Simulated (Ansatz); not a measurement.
# HfN: the cost of one run

Program: Ansatz 0.2.0, Gaussian basis. Level of theory: def2-QZVPP, core rule «outside noble gas», up to 5 orbitals frozen. These are calculated values, not measurements.

Plan: UHF; ROHF; CCSD(T) on UHF.

2 further runs of the same task are left out: 2 set aside as unsound or not needed.

## Step 1: The geometry

The geometry is a PBE0/def2-TZVP stationary point (not a proven minimum) of the parent state, kept for this charge and spin. No spin-orbit coupling is included. Elements past krypton take def2 core potentials.

2 atoms, charge 0, spin multiplicity 4.

Atoms are counted from 1 here; the program's logs count them from 0.

Bond lengths: Hf1–N2 1.717 Å.

## Step 2: UHF

Input file in.yaml:

```yaml
crystal:
  periodic: [false, false, false]
  atoms:
    - {symbol: Hf, position_ang: [0.000000, 0.000000, 0.000000]}
    - {symbol: N, position_ang: [0.000000, 0.000000, 1.716545]}
basis:
  gaussian: {orbitals: "def2-QZVPP.json"}
magnetization: {spin_polarized: true, initial_magnetization: 3}
hamiltonian: {xc: hf}
output: {orbitals: {seedname: orbitals}}
```

Run with:

```console
$ ansatz run in.yaml --threads 1 --pin off --events-out ev --progress --plain --max-ram 4096MiB --backend cpu
```

What time and memory should one allow on 1 thread of AMD EPYC 7R13, shared host?

About 14 s, with a peak of 0.31 GiB.
